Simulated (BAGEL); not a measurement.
**CH2BNO (SMILES BN=C=O): HF/6-31G(d) (density fitting with qzvpp-jkfit, spherical functions)**

Aim: the vertical ionisation energy of CH2BNO at HF/6-31G* (density fitting with qzvpp-jkfit, spherical functions), from 2 runs. 

The results are computed with BAGEL 1.2.2.

## 1. The molecule

CH2BNO has 6 atoms, charge 0, and is taken as a singlet. As SMILES, `BN=C=O`. The shape is that of a PBE0-D4/def2-TZVP optimisation.

Bond lengths: B1–N2 1.404 Å, N2–C3 1.196 Å, C3–O4 1.162 Å, B1–H5 1.195 Å, B1–H6 1.193 Å. Angles: B1–N2–C3 159.7°, N2–C3–O4 176.4°, N2–B1–H5 119.2°, N2–B1–H6 118.7°, H5–B1–H6 122.1°.

## 2. A single-point energy at HF/6-31G(d) (density fitting with qzvpp-jkfit, spherical functions)

Input file input.json:

```json
{ "bagel" : [

{
  "title" : "molecule",
  "basis" : "6-31gs.json",
  "df_basis" : "qzvpp-jkfit",
  "angstrom" : true,
  "geometry" : [
    { "atom" : "B", "xyz" : [      -0.470000,       0.955400,      -0.144700 ] },
    { "atom" : "N", "xyz" : [       0.227000,      -0.197800,       0.250100 ] },
    { "atom" : "C", "xyz" : [       0.668900,      -1.308900,       0.214400 ] },
    { "atom" : "O", "xyz" : [       1.129200,      -2.375400,       0.245600 ] },
    { "atom" : "H", "xyz" : [      -1.048600,       0.958600,      -1.190700 ] },
    { "atom" : "H", "xyz" : [      -0.464500,       1.904100,       0.579200 ] }
  ]
},

{ "title" : "hf" },

{ "title" : "print", "file" : "orbitals.molden", "orbitals" : true }

]}
```

The basis set 6-31G* is read from a file made from the Basis Set Exchange's data (not shown).

Started as:

```
$ BAGEL_NUM_THREADS=1 BAGEL input.json > input.out
```

What it wrote:

```text
* using 1 threads per process

  ===============================================================
  ===============================================================

  *** Geometry ***

  { "atom" : "B", "xyz" : [     -0.888171,      1.805444,     -0.273443 ] },
  { "atom" : "N", "xyz" : [      0.428968,     -0.373788,      0.472621 ] },
  { "atom" : "C", "xyz" : [      1.264038,     -2.473463,      0.405157 ] },
  { "atom" : "O", "xyz" : [      2.133879,     -4.488855,      0.464117 ] },
  { "atom" : "H", "xyz" : [     -1.981567,      1.811491,     -2.250097 ] },
  { "atom" : "H", "xyz" : [     -0.877778,      3.598228,      1.094529 ] },

  Number of auxiliary basis functions:      340

  Since a DF basis is specified, we compute 2- and 3-index integrals:
    o Being stored without compression. Storage requirement is 0.010 GB

  Number of basis functions:       60
  Number of electrons      :       28

    * METHOD: MOLECULE                             0.08

  *** RHF ***

  === Nuclear Repulsion ===
    89.9409396578

      * DIIS with orbital gradients will be used.

  === RHF iteration (6-31gs.json) ===
      0       -192.88528396          0.02657364           0.01
      1       -192.99546766          0.01787275           0.01
      2       -193.05586243          0.00214553           0.01
      3       -193.05698409          0.00108232           0.01
      4       -193.05725191          0.00020140           0.01
      5       -193.05726451          0.00007294           0.01
      6       -193.05726741          0.00003141           0.01
      7       -193.05726838          0.00001211           0.01
      8       -193.05726852          0.00000640           0.01
      9       -193.05726854          0.00000289           0.01
     10       -193.05726855          0.00000133           0.01
     11       -193.05726855          0.00000034           0.01
     12       -193.05726855          0.00000014           0.01
     13       -193.05726855          0.00000004           0.01
     14       -193.05726855          0.00000002           0.01
     15       -193.05726855          0.00000001           0.01
     16       -193.05726855          0.00000001           0.01
    * SCF iteration converged.

    * Permanent dipole moment:
           (    0.273780,    -0.473892,     0.139233) a.u.

    * METHOD: HF                                   0.31

    * METHOD: PRINT                                0.01

  ===============================================================
```

It took 0.52 s on 1 thread of Arm Neoverse V2, shared host.

## 3. The doublet cation

Input file input.json:

```json
{ "bagel": [

{
  "title": "molecule",
  "basis": "6-31gs.json",
  "df_basis": "qzvpp-jkfit",
  "angstrom": "true",
  "geometry": [
    { "atom": "B", "xyz": [      -0.470000,       0.955400,      -0.144700 ] },
    { "atom": "N", "xyz": [       0.227000,      -0.197800,       0.250100 ] },
    { "atom": "C", "xyz": [       0.668900,      -1.308900,       0.214400 ] },
    { "atom": "O", "xyz": [       1.129200,      -2.375400,       0.245600 ] },
    { "atom": "H", "xyz": [      -1.048600,       0.958600,      -1.190700 ] },
    { "atom": "H", "xyz": [      -0.464500,       1.904100,       0.579200 ] }
  ]
},

{ "title": "uhf", "charge": 1, "nopen": 1 },

{ "title": "print", "file": "orbitals.molden", "orbitals": "true" }

]}
```

The basis set 6-31G* is read from a file made from the Basis Set Exchange's data (not shown).

Started as:

```
$ BAGEL_NUM_THREADS=1 BAGEL input.json > input.out
```

What it wrote:

```text
* using 1 threads per process

  ===============================================================
  ===============================================================

  *** Geometry ***

  { "atom" : "B", "xyz" : [     -0.888171,      1.805444,     -0.273443 ] },
  { "atom" : "N", "xyz" : [      0.428968,     -0.373788,      0.472621 ] },
  { "atom" : "C", "xyz" : [      1.264038,     -2.473463,      0.405157 ] },
  { "atom" : "O", "xyz" : [      2.133879,     -4.488855,      0.464117 ] },
  { "atom" : "H", "xyz" : [     -1.981567,      1.811491,     -2.250097 ] },
  { "atom" : "H", "xyz" : [     -0.877778,      3.598228,      1.094529 ] },

  Number of auxiliary basis functions:      340

  Since a DF basis is specified, we compute 2- and 3-index integrals:
    o Being stored without compression. Storage requirement is 0.010 GB

  Number of basis functions:       60
  Number of electrons      :       28

    * METHOD: MOLECULE                             0.08

  *** Open-shell HF ***

  === Nuclear Repulsion ===
    89.9409396578

      * DIIS with orbital gradients will be used.

  === UHF iteration (6-31gs.json) ===
      0       -192.45980913          0.05268358           0.03
      1       -192.57056910          0.04110810           0.03
      2       -192.60792595          0.03261693           0.03
      3       -192.66752395          0.00405855           0.03
      4       -192.67229258          0.00333063           0.03
      5       -192.67735862          0.00256851           0.03
      6       -192.68690502          0.00139847           0.03
      7       -192.68755399          0.00122382           0.03
      8       -192.68937656          0.00078896           0.03
      9       -192.69005558          0.00075000           0.03
     10       -192.69062035          0.00039933           0.03
     11       -192.69084486          0.00008174           0.03
     12       -192.69085442          0.00005415           0.03
     13       -192.69085668          0.00002575           0.03
     14       -192.69085859          0.00000842           0.03
     15       -192.69085907          0.00000436           0.03
     16       -192.69085914          0.00000286           0.03
     17       -192.69085916          0.00000136           0.03
     18       -192.69085917          0.00000043           0.03
     19       -192.69085917          0.00000027           0.03
     20       -192.69085917          0.00000015           0.03
     21       -192.69085917          0.00000008           0.03
     22       -192.69085917          0.00000005           0.03
     23       -192.69085917          0.00000003           0.03
     24       -192.69085917          0.00000002           0.03
     25       -192.69085917          0.00000001           0.03
    * SCF iteration converged.

    * S^2 (UHF) is 0.9012

    * Permanent dipole moment:
           (    0.314293,    -0.635275,     0.091185) a.u.

    * METHOD: UHF                                  0.81

    * METHOD: PRINT                                0.01

  ===============================================================
```

Wall time 1 s (1 thread of Arm Neoverse V2, shared host).

## 4. What came out

Level: HF/6-31G* (density fitting with qzvpp-jkfit, spherical functions).

| quantity | value |
| --- | --- |
| singlet CH2BNO: total energy | -193.05727 Eh |
| singlet CH2BNO: dipole moment | 1.44 D |
| singlet CH2BNO: HOMO energy | -11.56 eV |
| singlet CH2BNO: LUMO energy | 2.25 eV |
| singlet CH2BNO: HOMO–LUMO gap | 13.82 eV |
| doublet cation: total energy | -192.69086 Eh |
| doublet cation: ⟨S²⟩ | 0.901 |
| vertical ionisation energy (to the doublet cation) | 9.971 eV |

Removing an electron at fixed nuclei costs 9.97 eV (230 kcal/mol). −ε(HOMO) before ionisation, 11.56 eV, is 1.59 eV above this ionisation energy. ⟨S²⟩ (doublet cation) is 0.90 where a pure doublet has 0.75: the reference is spin-contaminated.
